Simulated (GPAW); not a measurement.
The system is Ga3Se.

```
Se Ga
1.0
     4.43246    0.00000    0.00000
     0.00000    4.43246    0.00000
     0.00000    0.00000    4.43246
Se Ga
1 3
Cartesian
  0.0000 0.0000 0.0000
  2.2162 2.2162 0.0000
  2.2162 0.0000 2.2162
  0.0000 2.2162 2.2162
```

The cell comes from a database or a generator and needn't be the stable form of this composition.

Base run:

| Item | Value |
| --- | --- |
| Program | GPAW 26.7.0 |
| Functional | PBEsol |
| Potentials or basis | PAW data sets generated in the run's folder for this functional |
| Cutoff | 600 eV |
| Basis | pw |
| k mesh | 6 × 6 × 6 |
| Occupations | fermi-dirac, width 0.05 eV |
| Spin | no spin polarisation |

Its results: pressure -3.9 GPa.

Question: The run is repeated on the same cell with these changes: functional from PBEsol to r2SCAN; potentials or basis from PAW data sets generated in the run's folder for this functional to GPAW PAW data sets (gpaw-data 1.2.1). What comes out?

Answer: Pressure -2.1 GPa.

Caveats: the PAW data sets were made with another functional, which shifts forces and pressure a little (some runs).
